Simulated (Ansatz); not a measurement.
# CH6BFO2Si: basis-set convergence

The task here is to estimate one member of a computed series from the others.

Computed with Ansatz 0.2.0, Gaussian basis. Level: one geometry, several basis sets.

Plan: PBE0-D4/def2-SVP; ωB97M-V/def2-SVP; PBE0-D4/def2-QZVPP; ωB97M-V/def2-QZVPP; the functionals' def2-TZVPP values are taken from earlier runs.

## The relaxed structure

All runs share one geometry, relaxed beforehand with PBE0-D4 in a triple-zeta def2 set.

SMILES `FCOBO[SiH3]`, 12 atoms, charge 0, spin multiplicity 1.

Atoms are counted from 1 here; the program's logs count them from 0.

Bond lengths: F1–C2 1.368 Å, C2–O3 1.381 Å, C2–H7 1.095 Å, C2–H8 1.092 Å, O3–B4 1.370 Å, B4–O5 1.346 Å, B4–H9 1.198 Å, O5–Si6 1.660 Å, Si6–H10 1.481 Å, Si6–H11 1.483 Å, Si6–H12 1.484 Å. Angles: F1–C2–O3 109.4°, F1–C2–H7 107.6°, F1–C2–H8 107.9°, O3–C2–H7 111.5°, O3–C2–H8 108.5°, H7–C2–H8 111.8°, C2–O3–B4 120.8°, O3–B4–O5 118.7°, O3–B4–H9 120.5°, O5–B4–H9 120.8°, B4–O5–Si6 130.9°, O5–Si6–H10 106.3°, O5–Si6–H11 110.3°, O5–Si6–H12 110.1°, H10–Si6–H11 110.1°, H10–Si6–H12 109.9°, H11–Si6–H12 110.0°.

Coordinates:

```csv
atom,x (Å),y (Å),z (Å)
F1,-2.67531,-0.34490,1.00601
C2,-1.52633,0.16811,1.54344
O3,-0.54980,0.22358,0.56886
B4,0.33505,-0.80893,0.40430
O5,1.21478,-0.74952,-0.61299
Si6,1.42040,0.38427,-1.80828
H7,-1.22954,-0.48159,2.37318
H8,-1.73868,1.18469,1.87988
H9,0.33586,-1.73564,1.16307
H10,2.52522,-0.10897,-2.66178
H11,0.17919,0.52049,-2.60822
H12,1.78607,1.69341,-1.21337
```

The first run:

Input file in.yaml:

```yaml
crystal:
  periodic: [false, false, false]
  atoms:
    - {symbol: F, position_ang: [-2.675308, -0.344899, 1.006011]}
    - {symbol: C, position_ang: [-1.526335, 0.168115, 1.543444]}
    - {symbol: O, position_ang: [-0.549801, 0.223576, 0.568856]}
    - {symbol: B, position_ang: [0.335052, -0.808931, 0.404303]}
    - {symbol: O, position_ang: [1.214784, -0.749525, -0.612987]}
    - {symbol: Si, position_ang: [1.420396, 0.384274, -1.808278]}
    - {symbol: H, position_ang: [-1.229540, -0.481591, 2.373180]}
    - {symbol: H, position_ang: [-1.738677, 1.184693, 1.879882]}
    - {symbol: H, position_ang: [0.335856, -1.735637, 1.163066]}
    - {symbol: H, position_ang: [2.525221, -0.108970, -2.661784]}
    - {symbol: H, position_ang: [0.179185, 0.520487, -2.608223]}
    - {symbol: H, position_ang: [1.786066, 1.693407, -1.213371]}
basis:
  gaussian: {orbitals: def2-SVP}
hamiltonian: {xc: pbe0, dispersion: d4}
output: {orbitals: {seedname: orbitals}}
```

Steps of the session up to this table: PBE0-D4 in def2-SVP; ωB97M-V in def2-SVP; PBE0-D4 in def2-QZVPP; ωB97M-V in def2-QZVPP.

One of the session's tables, all rows but one given; the rest of the session is left out.

It belongs to the step «Density functionals: the series». 

```
functional       basis  HOMO (eV)  LUMO (eV)
   PBE0-D4    def2-SVP      -9.04       0.40
   PBE0-D4  def2-TZVPP      -9.13       0.18
   PBE0-D4  def2-QZVPP          ?          ?
   ωB97M-V    def2-SVP     -11.34       2.46
   ωB97M-V  def2-TZVPP     -11.47       1.88
   ωB97M-V  def2-QZVPP     -11.48       1.46
```

Q: Estimate the row for PBE0-D4, def2-QZVPP from the others.

The run gave: HOMO (eV): -9.15; LUMO (eV): 0.09. In the column «HOMO (eV)» it lies between ωB97M-V, def2-SVP (-11.34) and PBE0-D4, def2-TZVPP (-9.13).
